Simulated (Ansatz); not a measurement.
Set up this calculation in Ansatz 0.2.0, as the native input.

```
Task                : single point
Functional          : revPBE
Dispersion          : D3(BJ)
Potentials or basis : Ansatz PAW
Cutoff              : 420 eV (not typed: the program's choice for these potentials)
k mesh              : 10 × 10 × 10
Occupations         : methfessel-paxton, width 0.1 eV
Spin                : no spin polarisation
```

Crystal: HfB.

```
Hf B
1.0
     0.00000    2.21364    2.21364
     2.21364    0.00000    2.21364
     2.21364    2.21364    0.00000
Hf B
1 1
Direct
  0.50000 0.50000 0.50000
  0.00000 0.00000 0.00000
```

The cell isn't the ideal one: volume scaled by 0.88.

The input as run:

input.yaml

```yaml
crystal:
  lattice: { a: 4.42727195, b: 4.42727195, c: 4.42727195, alpha: 90.0, beta: 90.0, gamma: 90.0 }
  space_group: 225
  reduce_to_primitive: true
  atoms:
    - { symbol: Hf, wyckoff: "4b", position: [0.5, 0.0, 0.0] }
    - { symbol: B, wyckoff: "4a", position: [0.0, 0.0, 0.0] }
hamiltonian:
  xc: revpbe
  pseudopotentials: { kind: paw, core: large }
  dispersion: d3bj
kpoints:
  mp_grid: { grid: [10, 10, 10] }
scf:
  occupations: { method: methfessel_paxton, width: 0.1 }
output:
  forces: true
  stress: true
  eigenvalues: true
```

Potentials or basis: Ansatz PAW.

Run with:

```console
$ ansatz run input.yaml --threads 1 --pin off --max-ram 2560MiB --backend cpu --events-out ev --progress --plain --runs-dir out
```

Results of the run:

```json
{
  "Pressure": "63.4 GPa",
  "Band gap on the k mesh": "none (metal or under the smearing width)"
}
```

Caveat: pairwise dispersion overbinds metals, which lowers pressure and volume; the PAW data sets come from PBE, with cores solved anew for the run's functional, which leaves a small shift of forces and pressure.

It took 1.2 s on 1 thread of AMD EPYC 7B13 (Zen 3), with other jobs on the host, peak memory 0.36 GiB.
